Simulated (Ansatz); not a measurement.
## CuPd3 under changes of volume

One of the cells (14.202 Å³/atom); the others are scaled copies at fixed shape and fractional positions:

```
Pd Cu
1.0
    -1.90532    1.90532    3.91218
     1.90532   -1.90532    3.91218
     1.90532    1.90532   -3.91218
Pd Cu
3 1
Direct
  0.50000 0.50000 0.00000
  0.25000 0.75000 0.50000
  0.75000 0.25000 0.50000
  0.00000 0.00000 0.00000
```

The cell comes from a database or a generator and needn't be the stable form of this composition.

```yaml
Program: Ansatz 0.2.0
Functional: PBEsol
Potentials_or_basis: all-electron LAPW, scalar-relativistic
Cutoff: 279 eV (chosen from the basis error)
Basis_error_allowed: 0.001 eV/atom
k_mesh: 10 × 10 × 10
Occupations: fermi-dirac, width 0.05 eV
Spin: no spin polarisation
```

```tsv
volume (Å³/atom)	energy over the lowest point (meV/atom)	pressure (GPa)
13.350	?	?
13.634	1.56	3.1
13.918	0.00	-1.1
14.202	5.29	-4.7
14.486	16.59	-7.8
14.770	33.15	-10.6
15.054	54.32	-13.1
```

Question: What does the run at 13.350 Å³/atom give?

Answer: Energy over the lowest point 10.91 meV/atom; pressure 7.7 GPa.

Worked out: A Birch-Murnaghan fit of order 3 (a polynomial in V^(-2/3)) to the other rows has its minimum at 13.84 Å³/atom with B0 = V·E''(V) = 195 GPa and B' = 5.4 at fixed shape and positions, which overstates the stiffness. It gives 10.93 meV/atom at 13.350 Å³/atom, against the run's 10.91, and -dE/dV = 7.7 GPa, against 7.7.

Energies are extrapolated to zero smearing.
